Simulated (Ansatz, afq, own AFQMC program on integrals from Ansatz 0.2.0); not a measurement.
**ZrCl (quartet): AFQMC on the coupled-cluster ladder at distance Zr1–Cl2 = 2.345 Å, def2-SVP**

How near does AFQMC come to the top of the ladder for ZrCl (quartet)?

The runs use Ansatz 0.2.0, Gaussian basis, and an in-house AFQMC program (afq) on its integrals; all values are calculated; def2-SVP, frozen cores.

Plan: PBE (unrestricted); r2SCAN (unrestricted); PBE0 (unrestricted); B3LYP (unrestricted); wB97M-V (unrestricted); B2PLYP (unrestricted); CCSD(T) on UHF; Phaseless AFQMC, CISD trial on UHF; Phaseless AFQMC, single-determinant trial on UHF; Free-projection AFQMC, CISD trial on UHF.

3 further runs of the same task are left out: 3 that didn't finish.

**1. What is computed**

The geometry derives from a PBE0/def2-TZVP stationary point (not a proven minimum). One bond is set to the value named and the two fragments are kept rigid. No spin-orbit coupling is included. Elements past krypton take def2 core potentials.

2 atoms, charge 0, spin multiplicity 4.

Atoms are counted from 1 here; the program's logs count them from 0.

Bond lengths: Zr1–Cl2 2.345 Å.

As a file:

```
Zr    0.0000    0.0000    0.0000
Cl    0.0000    0.0000    2.3446
```

**2. PBE (unrestricted)**

in.yaml reads:

```yaml
crystal:
  periodic: [false, false, false]
  atoms:
    - {symbol: Zr, position_ang: [0.000000, 0.000000, 0.000000]}
    - {symbol: Cl, position_ang: [0.000000, 0.000000, 2.344575]}
basis:
  gaussian: {orbitals: def2-SVP}
magnetization: {spin_polarized: true, initial_magnetization: 3}
hamiltonian: {xc: {name: PBE}}
output: {orbitals: {seedname: orbitals}}
```

The run is started by

```bash
$ ansatz run in.yaml --threads 1 --pin off --events-out ev --progress --plain --max-ram 1382MiB
```

Standard output:

```text
Functional definition: PBE
  name "PBE"
  cite "Perdew, Burke & Ernzerhof, Phys. Rev. Lett. 77, 3865 (1996) doi:10.1103/PhysRevLett.77.3865"
  parent pbe
  parameter kappa = 0.804
  parameter beta = 0.06672455060314922
  exchange = pbe_x(kappa = kappa, mu = beta*pi^2/3)
  correlation = pbe_c(beta = beta)
473 factors; their error is unknown
mean field evaluation 1: about -13791.2666 eV, gradient 1.4e1 eV
mean field evaluation 2: about -13784.2019 eV, gradient 2.8e1 eV
mean field evaluation 4: about -13792.6307 eV, gradient 3.7e0 eV
mean field evaluation 8: about -13792.7204 eV, gradient 8.7e-3 eV
mean field evaluation 16: about -13792.7012 eV, gradient 4.1e-4 eV
mean field evaluation 32: about -13792.7197 eV, gradient 1.3e-1 eV
mean field evaluation 64: about -13792.7012 eV, gradient 1.1e-2 eV
mean field evaluation 96: about -13792.0073 eV, gradient 6.6e-1 eV
mean field evaluation 128: about -13790.3347 eV, gradient 5.3e0 eV
mean field evaluation 160: about -13792.7691 eV, gradient 6.2e-2 eV
mean field -13792.76985864 eV, -506.8749432299 hartree, gradient 1.4e-5 eV, S^2 3.755013; 19 other end points of the search recorded, 0 dependent functions left out
reference -13792.76990149 eV, -506.8749448045 hartree; 16, 13 occupied and 33, 36 virtual orbitals, 473 factors
Total energy: -13792.76990149 eV, -506.8749448045 hartree
```

Run time: 19 s. Hardware: 1 thread of Arm Neoverse V1, shared host.

From the report: ⟨S²⟩ of the determinant 3.755 (pure quartet: 3.75).

**3. r2SCAN (unrestricted)**

Edit in.yaml of step 2 so:

```diff
@@ -8,3 +8,2 @@
 magnetization: {spin_polarized: true, initial_magnetization: 3}
-hamiltonian: {xc: {name: PBE}}
-output: {orbitals: {seedname: orbitals}}
+hamiltonian: {xc: {name: r2SCAN}}
```

Same command.

Standard output (excerpt; [...] marks lines left out):

```text
Functional definition: r2SCAN
  name "r2SCAN"
  cite "Furness, Kaplan, Ning, Perdew & Sun, J. Phys. Chem. Lett. 11, 8208 (2020) doi:10.1021/acs.jpclett.0c02405"
  cite "Furness, Kaplan, Ning, Perdew & Sun, J. Phys. Chem. Lett. 11, 9248 (2020) doi:10.1021/acs.jpclett.0c03077"
  parent r2scan
[...]
473 factors; their error is unknown
[...]
mean field -13797.63891494 eV, -507.0538777486 hartree, gradient 3.8e-6 eV, S^2 3.756718; 21 other end points of the search recorded, 0 dependent functions left out
reference -13797.63895435 eV, -507.0538791967 hartree; 16, 13 occupied and 33, 36 virtual orbitals, 473 factors
Total energy: -13797.63895435 eV, -507.0538791967 hartree
```

Wall time 44 s (1 thread of Arm Neoverse V1, shared host).

From the report: ⟨S²⟩ of the determinant 3.757 (pure quartet: 3.75).

**4. PBE0 (unrestricted)**

Edit in.yaml of step 3 so:

```diff
@@ -8,2 +8,3 @@
 magnetization: {spin_polarized: true, initial_magnetization: 3}
-hamiltonian: {xc: {name: r2SCAN}}
+hamiltonian: {xc: {name: PBE0}}
+output: {orbitals: {seedname: orbitals}}
```

Same command.

Standard output (excerpt; [...] marks lines left out):

```text
Functional definition: PBE0
  name "PBE0"
  cite "Adamo & Barone, J. Chem. Phys. 110, 6158 (1999) doi:10.1063/1.478522"
  cite "Perdew, Burke & Ernzerhof, Phys. Rev. Lett. 77, 3865 (1996) doi:10.1103/PhysRevLett.77.3865"
  parent pbe
[...]
488 factors; integrals over basis functions are off by at most 1.1e-3 eV
[...]
mean field -13793.28964552 eV, -506.8940450454 hartree, gradient 5.1e-6 eV, S^2 3.754504; 9 other end points of the search recorded, 0 dependent functions left out
reference -13793.28967795 eV, -506.8940462372 hartree; 16, 13 occupied and 33, 36 virtual orbitals, 488 factors
Total energy: -13793.28967795 eV, -506.8940462372 hartree
```

Wall time 10 s (1 thread of Arm Neoverse V1, shared host).

From the report: ⟨S²⟩ of the determinant 3.755 (pure quartet: 3.75).

**5. B3LYP (unrestricted)**

Edit in.yaml of step 4 so:

```diff
@@ -8,3 +8,2 @@
 magnetization: {spin_polarized: true, initial_magnetization: 3}
-hamiltonian: {xc: {name: PBE0}}
-output: {orbitals: {seedname: orbitals}}
+hamiltonian: {xc: {name: B3LYP}}
```

The command is unchanged.

Standard output (excerpt; [...] marks lines left out):

```text
Functional definition: B3LYP
  name "B3LYP"
  cite "Stephens, Devlin, Chabalowski & Frisch, J. Phys. Chem. 98, 11623 (1994) doi:10.1021/j100096a001"
  cite "Becke, Phys. Rev. A 38, 3098 (1988) doi:10.1103/PhysRevA.38.3098"
  cite "Lee, Yang & Parr, Phys. Rev. B 37, 785 (1988) doi:10.1103/PhysRevB.37.785"
  cite "Vosko, Wilk & Nusair, Can. J. Phys. 58, 1200 (1980) doi:10.1139/p80-159"
[...]
488 factors; integrals over basis functions are off by at most 1.1e-3 eV
[...]
mean field -13798.43974834 eV, -507.0833078331 hartree, gradient 7.0e-6 eV, S^2 3.752491; 8 other end points of the search recorded, 0 dependent functions left out
reference -13798.43993946 eV, -507.0833148566 hartree; 16, 13 occupied and 33, 36 virtual orbitals, 488 factors
Total energy: -13798.43993946 eV, -507.0833148566 hartree
```

It took 9.5 s on 1 thread of Arm Neoverse V1, shared host.

From the report: ⟨S²⟩ of the determinant 3.752 (pure quartet: 3.75).

**6. wB97M-V (unrestricted)**

Edit in.yaml of step 5 so:

```diff
@@ -8,2 +8,3 @@
 magnetization: {spin_polarized: true, initial_magnetization: 3}
-hamiltonian: {xc: {name: B3LYP}}
+hamiltonian: {xc: {name: wB97M-V}}
+output: {orbitals: {seedname: orbitals}}
```

The command is unchanged.

Standard output (excerpt; [...] marks lines left out):

```text
Functional definition: wB97M-V
  name "wB97M-V"
  cite "Mardirossian & Head-Gordon, J. Chem. Phys. 144, 214110 (2016) doi:10.1063/1.4952647"
  cite "Becke, J. Chem. Phys. 107, 8554 (1997) doi:10.1063/1.475007"
  cite "Vydrov & Van Voorhis, J. Chem. Phys. 133, 244103 (2010) doi:10.1063/1.3521275"
  # Of w^i u^j: cxij and so on, Table III.
[...]
  gx(w, u) = 1 - cx + cx01*u + cx10*w
  gss(w, u) = css00 + css04*u^4 + css10*w + css20*w^2 + css43*w^4*u^3
  gos(w, u) = cos00 + cos10*w + (cos20 + cos21*u)*w^2 + (cos60 + cos61*u)*w^6
[...]
      + integral(e_c_pw_mod_opposite_spin*gos(b97_w_opposite, b97_u_opposite)) + vv10(b, c)
488 factors; integrals over basis functions are off by at most 1.1e-3 eV
119 factors; integrals over basis functions are off by at most 7.2e-5 eV
[...]
mean field -13794.70715260 eV, -506.9461374697 hartree, gradient 4.3e-6 eV, S^2 3.752970; 8 other end points of the search recorded, 0 dependent functions left out
reference -13794.70719311 eV, -506.9461389586 hartree; 16, 13 occupied and 33, 36 virtual orbitals, 488 factors
Total energy: -13794.70719311 eV, -506.9461389586 hartree
```

Run time: 64 s. Hardware: 1 thread of Arm Neoverse V1, shared host; peak memory 0.28 GiB.

From the report: ⟨S²⟩ of the determinant 3.753 (pure quartet: 3.75).

**7. B2PLYP (unrestricted)**

Edit in.yaml of step 6 so:

```diff
@@ -8,3 +8,3 @@
 magnetization: {spin_polarized: true, initial_magnetization: 3}
-hamiltonian: {xc: {name: wB97M-V}}
-output: {orbitals: {seedname: orbitals}}
+hamiltonian: {xc: {name: B2PLYP}}
+correlation: {electrons: outside_noble_gas}
```

Launched as before.

Standard output (excerpt; [...] marks lines left out):

```text
Functional definition: B2PLYP
  name "B2PLYP"
  cite "Grimme, J. Chem. Phys. 124, 034108 (2006) doi:10.1063/1.2148954"
  cite "Becke, Phys. Rev. A 38, 3098 (1988) doi:10.1103/PhysRevA.38.3098"
  cite "Lee, Yang & Parr, Phys. Rev. B 37, 785 (1988) doi:10.1103/PhysRevB.37.785"
[...]
488 factors; integrals over basis functions are off by at most 1.1e-3 eV
[...]
mean field -13787.66544523 eV, -506.6873594968 hartree, gradient 1.9e-6 eV, S^2 3.753485; 9 other end points of the search recorded, 0 dependent functions left out
9 core orbitals not correlated: weight in the atoms' cores, before any rotation towards them, 0.993 or more for the frozen orbitals, at most 0.005 for the correlated occupied ones
reference -13787.66556461 eV, -506.6873638840 hartree; 7, 4 occupied and 33, 36 virtual orbitals, 488 factors
second order -5.64581470 eV of doubles, -0.00000000 eV of singles
Total energy: -13789.18993458 eV, -506.7433834471 hartree
```

It took 15 s on 1 thread of Arm Neoverse V1, shared host.

From the report: ⟨S²⟩ of the determinant 3.753 (pure quartet: 3.75).

**8. CCSD(T) on UHF**

Edit in.yaml of step 7 so:

```diff
@@ -8,3 +8,2 @@
 magnetization: {spin_polarized: true, initial_magnetization: 3}
-hamiltonian: {xc: {name: B2PLYP}}
-correlation: {electrons: outside_noble_gas}
+correlation: {method: ccsd_t, electrons: outside_noble_gas, hamiltonian_folder: ham}
```

The command is unchanged.

Standard output (excerpt; [...] marks lines left out):

```text
Functional definition: HF
  name "HF"
  cite "Fock, Z. Phys. 61, 126 (1930) doi:10.1007/BF01340294"
  parent pbe
[...]
488 factors; integrals over basis functions are off by at most 1.1e-3 eV
[...]
mean field -13766.14110170 eV, -505.8963544619 hartree, gradient 1.8e-6 eV, S^2 3.756846; 35 other end points of the search recorded, 0 dependent functions left out
determinant -13766.14110170 eV, -505.8963544619 hartree, with singles and doubles -13771.06389816 eV, -506.0772638949 hartree
determinant -13766.03388244 eV, -505.8924142266 hartree, with singles and doubles -13770.94255302 eV, -506.0728045432 hartree
determinant -13765.95535980 eV, -505.8895285728 hartree, with singles and doubles -13770.92130555 eV, -506.0720237133 hartree
determinant -13765.87937792 eV, -505.8867362903 hartree, with singles and doubles -13770.97041945 eV, -506.0738286157 hartree
[...]
determinant -13766.03388244 eV, -505.8924142266 hartree, with singles and doubles -13770.95403407 eV, -506.0732264640 hartree
determinant -13765.95535980 eV, -505.8895285728 hartree, with singles and doubles -13770.93942124 eV, -506.0726894525 hartree
determinant -13765.87937792 eV, -505.8867362903 hartree, with singles and doubles -13770.99805461 eV, -506.0748441890 hartree
determinant -13765.73920338 eV, -505.8815849710 hartree, with singles and doubles -13770.57459448 eV, -506.0592823163 hartree
9 core orbitals not correlated: weight in the atoms' cores, before any rotation towards them, 0.990 or more for the frozen orbitals, at most 0.008 for the correlated occupied ones
reference -13766.14110170 eV, -505.8963544619 hartree; 7, 4 occupied and 33, 36 virtual orbitals, 488 factors
second order -4.46851272 eV of doubles, -0.00000000 eV of singles
cycle   1  -4.92773753 eV  change    2.5e-6 eV  update   5.2e-6
perturbative correction -0.12353174 eV, -0.0045397077 hartree
Total energy: -13771.19237097 eV, -506.0819851836 hartree
```

Run time: 25 s. Hardware: 1 thread of Arm Neoverse V1, shared host.

From the report: ⟨S²⟩ of the determinant 3.757 (pure quartet: 3.75); correlation -5.0513 eV; T1 0.027; largest double amplitude 0.03.

This run also writes the integrals to the folder ham.

**9. Phaseless AFQMC, CISD trial on UHF**

It reads the integrals that the CCSD(T) run on this determinant wrote.

The run is started by

```bash
$ afq ham --method phaseless --trial cisd --walkers 60 --populations 1 --least-time 40 --time-step 0.005 --steps-per-block 50 --equilibration-blocks 40 --max-blocks 300 --target-error 0.0004 --factor-cut 1e-05 --start spin_pure --seed 9805 --release-times 0.24,0.6,1.2,2,3,4.2 --release-step 0.04 --release-every 4 --taylor-order 6
```

Standard output:

```text
orbitals 40  electrons 7 4  factors 322 of 488
reference energy -505.89635446 Eh
CCSD correlation -0.18109080 Eh in 23 cycles, weight of the determinant in the CISD state 0.9069
energy of the start -506.077435 Eh
 block  time / (1/Eh)  mean weight  energy / Eh
     1     0.250  0.9999  -506.075705
     2     0.500  1.0011  -506.077200
     3     0.750  1.0004  -506.079950
     4     1.000  0.9996  -506.078600
     5     1.250  1.0004  -506.080045
     6     1.500  1.0004  -506.080111
     7     1.750  0.9977  -506.079561
     8     2.000  1.0004  -506.080543
     9     2.250  0.9990  -506.079153
    10     2.500  0.9999  -506.079337
    11     2.750  1.0005  -506.082321
    16     4.000  0.9996  -506.083691
    21     5.250  0.9984  -506.080994
    26     6.500  1.0009  -506.086412
    31     7.750  1.0000  -506.086040
    36     9.000  0.9992  -506.085796
    41    10.250  0.9986  -506.080144
    46    11.500  1.0012  -506.081167
    51    12.750  0.9992  -506.086154
    56    14.000  0.9991  -506.083097
    61    15.250  0.9993  -506.083748
    66    16.500  1.0002  -506.083895
    71    17.750  1.0008  -506.082469
    76    19.000  0.9982  -506.081792
    81    20.250  1.0010  -506.080198
    86    21.500  1.0003  -506.082951
    91    22.750  0.9995  -506.080873
    96    24.000  0.9998  -506.087838
   101    25.250  0.9975  -506.076587
   106    26.500  0.9998  -506.085775
   111    27.750  0.9999  -506.081811
   116    29.000  1.0004  -506.082444
   121    30.250  1.0008  -506.080899
   126    31.500  0.9957  -506.082588
   131    32.750  1.0013  -506.082860
   136    34.000  1.0001  -506.080369
   141    35.250  0.9999  -506.080925
   146    36.500  0.9996  -506.080373
   151    37.750  0.9977  -506.084633
   156    39.000  0.9990  -506.080280
   161    40.250  1.0011  -506.081502
   166    41.500  1.0017  -506.084861
   171    42.750  0.9997  -506.082832
   176    44.000  0.9997  -506.081279
   181    45.250  0.9991  -506.086134
   186    46.500  0.9985  -506.084355
   191    47.750  1.0002  -506.082142
   196    49.000  1.0012  -506.091330
   201    50.250  0.9999  -506.084055
   206    51.500  0.9972  -506.078696
   211    52.750  1.0005  -506.078759
   216    54.000  0.9987  -506.081406
blocks merged  error / Eh  count
     1  0.000229  180
     2  0.000280  90
     4  0.000345  45
     8  0.000382  22
    16  0.000518  11
released: time / (1/Eh)  energy / Eh  error  mean overlap
  0.24  -506.082265  0.000364  1.0087
  0.60  -506.082773  0.000426  1.0037
  1.20  -506.082541  0.000454  0.9983
  2.00  -506.082415  0.000465  0.9974
  3.00  -506.082321  0.000718  0.9890
  4.20  -506.083926  0.000865  0.9437
energy -506.082715 +/- 0.000382 Eh
```

Run time: 6.9 min. Hardware: 1 thread of Arm Neoverse V1, shared host.

Energy -13771.2122 ± 0.0104 eV. Caveats: constraint bias not in the error. The error still grows with block length (0.0094 to 0.0141 eV), so the bar may be too small.

**10. Phaseless AFQMC, single-determinant trial on UHF**

It reads the integrals that the CCSD(T) run on this determinant wrote.

The run is started by

```bash
$ afq ham --method phaseless --trial hf --walkers 120 --populations 1 --least-time 40 --time-step 0.005 --steps-per-block 20 --equilibration-blocks 160 --max-blocks 600 --target-error 0.0012000000000000001 --factor-cut 1e-05 --start spin_pure --seed 3333 --taylor-order 6
```

Standard output:

```text
orbitals 40  electrons 7 4  factors 322 of 488
reference energy -505.89635446 Eh
CCSD correlation -0.18109080 Eh in 23 cycles, weight of the determinant in the CISD state 0.9069
energy of the start -505.896381 Eh
 block  time / (1/Eh)  mean weight  energy / Eh
     1     0.100  0.9998  -505.933778
     2     0.200  1.0005  -505.962808
     3     0.300  1.0010  -505.990796
     4     0.400  1.0012  -506.000919
     5     0.500  1.0011  -506.023622
     6     0.600  0.9998  -506.023839
     7     0.700  1.0003  -506.024311
     8     0.800  1.0002  -506.038470
     9     0.900  1.0015  -506.041227
    10     1.000  1.0012  -506.060638
    20     2.000  0.9988  -506.063037
    39     3.900  1.0010  -506.091955
    58     5.800  1.0009  -506.083831
    77     7.700  0.9997  -506.086166
    96     9.600  0.9991  -506.097259
   115    11.500  1.0011  -506.078639
   134    13.400  1.0007  -506.069908
   153    15.300  1.0002  -506.066239
   172    17.200  0.9997  -506.080134
   191    19.100  1.0006  -506.088994
   210    21.000  0.9999  -506.124244
   229    22.900  0.9992  -506.097552
   248    24.800  1.0015  -506.083779
   267    26.700  0.9997  -506.063161
   286    28.600  0.9998  -506.082431
   305    30.500  0.9978  -506.078106
   324    32.400  1.0036  -506.086664
   343    34.300  0.9990  -506.070297
   362    36.200  1.0019  -506.077895
   381    38.100  0.9998  -506.081383
   400    40.000  0.9999  -506.088304
   419    41.900  1.0001  -506.113991
   438    43.800  1.0012  -506.064469
   457    45.700  1.0027  -506.067218
   476    47.600  1.0002  -506.098674
   495    49.500  1.0011  -506.079046
   514    51.400  0.9982  -506.060952
   533    53.300  0.9990  -506.095352
   552    55.200  0.9999  -506.072729
   571    57.100  1.0000  -506.085009
   590    59.000  1.0005  -506.089302
   609    60.900  1.0012  -506.082255
   628    62.800  1.0010  -506.080357
   647    64.700  1.0003  -506.092701
   666    66.600  0.9997  -506.059766
   685    68.500  0.9986  -506.089895
   704    70.400  1.0002  -506.074076
   723    72.300  0.9994  -506.086170
   742    74.200  0.9988  -506.065299
blocks merged  error / Eh  count
     1  0.000560  600
     2  0.000740  300
     4  0.000959  150
     8  0.001194  75
    16  0.001371  37
    32  0.001570  18
    64  0.001901  9
energy -506.081174 +/- 0.001570 Eh
```

Wall time 6.2 min (1 thread of Arm Neoverse V1, shared host).

Energy -13771.1703 ± 0.0427 eV. Caveats: constraint bias not in the error. The error still grows with block length (0.0373 to 0.0517 eV), so the bar may be too small.

**11. Free-projection AFQMC, CISD trial on UHF**

It reads the integrals that the CCSD(T) run on this determinant wrote.

The run is started by

```bash
$ afq ham --method free --trial cisd --walkers 60 --time-step 0.03 --max-blocks 80 --target-error 0.0004 --factor-cut 1e-05 --seed 3599 --times 0,0.21,0.42,0.81,1.2,1.8,2.4,3 --taylor-order 8
```

Standard output:

```text
orbitals 40  electrons 7 4  factors 322 of 488
reference energy -505.89635446 Eh
CCSD correlation -0.18109080 Eh in 23 cycles, weight of the determinant in the CISD state 0.9069
repeat  energy at the last time / Eh  error
    10  -506.082511  0.000928
    20  -506.082493  0.000568
    30  -506.082832  0.000469
    40  -506.082519  0.000417
    50  -506.082489  0.000374
time / (1/Eh)  energy / Eh  error  mean overlap
  0.00  -506.077372  0.000165  1.1021
  0.21  -506.079443  0.000182  1.1073
  0.42  -506.080759  0.000193  1.0981
  0.81  -506.081851  0.000246  1.0935
  1.20  -506.081971  0.000224  1.1080
  1.80  -506.081990  0.000291  1.1205
  2.40  -506.082325  0.000323  1.1126
  3.00  -506.082402  0.000374  1.1133
energy -506.082402 +/- 0.000374 Eh
```

Wall time 3.6 min (1 thread of Arm Neoverse V1, shared host).

Energy -13771.2037 ± 0.0102 eV. Caveats: remainder of the start not in the error.

**12. All levels side by side**

On the UHF determinant, counted from CCSD(T) (a yardstick, not exact):

| level | energy (eV) | from CCSD(T) (kcal/mol) | statistical error (kcal/mol) | time |
| --- | --- | --- | --- | --- |
| HF | -13766.1411 | +116.49 |  |  |
| MP2 | -13770.6096 | +13.44 |  |  |
| CCSD | -13771.0688 | +2.85 |  |  |
| CCSD(T) | -13771.1924 | 0.00 |  |  |
| Phaseless AFQMC, CISD trial, step 0.005, 60 walkers | -13771.2122 | -0.46 | 0.24 | 6.9 min |
| Phaseless AFQMC, single-determinant trial, step 0.005, 120 walkers | -13771.1703 | +0.51 | 0.99 | 6.2 min |
| Free-projection AFQMC, CISD trial, step 0.03, 60 walkers | -13771.2037 | -0.26 | 0.23 | 3.6 min |

The functionals' totals stand on their own zeros and serve differences with other points: PBE -13792.770 eV; r2SCAN -13797.639 eV; PBE0 -13793.290 eV; B3LYP -13798.440 eV; wB97M-V -13794.707 eV; B2PLYP -13789.190 eV.

**13. Summary of results**

| quantity | value |
| --- | --- |
| Phaseless AFQMC, CISD trial on UHF from CCSD(T) | -0.46 ± 0.24 kcal/mol |
| Phaseless AFQMC, single-determinant trial on UHF from CCSD(T) | +0.51 ± 0.99 kcal/mol |
| Free-projection AFQMC, CISD trial on UHF from CCSD(T) | -0.26 ± 0.23 kcal/mol |

On UHF the phaseless walk with the CISD trial lies -0.46 kcal/mol from CCSD(T), within three error bars. Free projection has no constraint; at the last time it gives -0.26 ± 0.23 kcal/mol, and from a start that isn't spin pure other spins can mix in. Error bars are statistical and leave out the constraint, the time step and what remains of the start. Zr carries a core potential, and spin-orbit coupling is left out.
